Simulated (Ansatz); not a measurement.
# Ta3TiSi8: the cost of one run

Computed with Ansatz 0.2.0 (DFT PBE, scalar-relativistic, plane waves, PAW, unless a step names another level, unless a step's input says otherwise).

1 further run of the same task is left out (it didn't finish).

## Step 1: Starting point

The structure is orthorhombic, space group C222 (No. 21). The conventional cell has a = 8.388 Å, b = 8.681 Å, c = 4.799 Å, α = 90.00°, β = 90.00°, γ = 90.00°. Ti (site symmetry 222) has 10 Si at 2.58 to 2.89 Å as nearest neighbours. Around Ta (site symmetry 222) lie 10 Si at 2.63 to 2.93 Å. Ta (site symmetry 2) is surrounded by 10 Si at 2.61 to 2.89 Å. Si (site symmetry 2) is surrounded by 5 Si at 2.54 to 2.90 Å and 4 Ta at 2.61 to 2.73 Å and 1 Ti at 2.89 Å. Si (site symmetry 2) has 5 Si at 2.52 to 2.90 Å and 3 Ta at 2.61 to 2.93 Å and 2 Ti at 2.71 Å as nearest neighbours. Si (site symmetry 1) has 5 Si at 2.52 to 2.91 Å and 1 Ti at 2.58 Å and 4 Ta at 2.63 to 2.89 Å as nearest neighbours.

As a file:

```xyz
12
Lattice="4.1938 -4.3407 0.0000 4.1938 4.3407 0.0000 0.0000 0.0000 4.7991" Properties=species:S:1:pos:R:3 pbc="T T T"
Ti    0.0000    0.0000    2.3995
Ta    4.1938    0.0000    0.0000
Ta    2.0969    2.1703    3.6104
Ta    2.0969   -2.1703    1.1887
Si    2.8944    0.0000    2.3995
Si    7.1259    0.0000    0.0000
Si    5.4932    0.0000    2.3995
Si    1.2617    0.0000    0.0000
Si    4.9827   -2.1877    1.2199
Si    4.9827    2.1877    3.5792
Si    3.4050    2.1877    1.2199
Si    3.4050   -2.1877    3.5792
```

It is the end of an earlier relaxation with the same method, from a generated guess; it is a trial structure. At a tolerance of 0.05 Å it has space group C222 (No. 21); it has 14.56 Å³/atom, an uncorrected energy of -0.48 eV/atom over the elements and, on its mesh, gap none (metal).

## Step 2: Elastic constants, atoms relaxed

Contents of input.yaml:

```yaml
crystal:
  lattice:
    - [4.1960473514, -4.3376766675, 0.0]
    - [4.1960473514, 4.3376766675, 0.0]
    - [0.0, 0.0, 4.805679868]
  atoms:
    - { symbol: Ti, position: [0.0, 0.0, 0.5] }
    - { symbol: Ta, position: [0.5, 0.5, 0.0] }
    - { symbol: Ta, position: [0.0, 0.5, 0.7521898568] }
    - { symbol: Ta, position: [0.5, 0.0, 0.2478101432] }
    - { symbol: Si, position: [0.3448458157, 0.3448458157, 0.5] }
    - { symbol: Si, position: [0.8490870082, 0.8490870082, 0.0] }
    - { symbol: Si, position: [0.6551541843, 0.6551541843, 0.5] }
    - { symbol: Si, position: [0.1509129918, 0.1509129918, 0.0] }
    - { symbol: Si, position: [0.8455895155, 0.3416663134, 0.2542165157] }
    - { symbol: Si, position: [0.3416663134, 0.8455895155, 0.7457834843] }
    - { symbol: Si, position: [0.1544104845, 0.6583336866, 0.2542165157] }
    - { symbol: Si, position: [0.6583336866, 0.1544104845, 0.7457834843] }
basis:
  ecutwfc: 420
kpoints:
  mp_grid: { grid: [6, 6, 8] }
hamiltonian:
  xc: pbe
scf:
  occupations: { method: fermi_dirac, width: 0.15 }
output:
  forces: true
  stress: true
  eigenvalues: true
elastic:
  mode: relaxed_ion
  amplitude: 0.005
  stencil: two_point
```

Run with:

```console
$ ansatz run input.yaml --threads 4 --pin off --max-ram 8192MiB --backend cpu --events-out ev --progress --plain --runs-dir out
```

**Question.** How long does this run take on 4 threads of Intel Xeon Platinum 8259CL at 2.50GHz (Skylake/Cascade Lake), shared host, and how much memory does it need?

About 34 min, with a peak of 1.5 GiB.
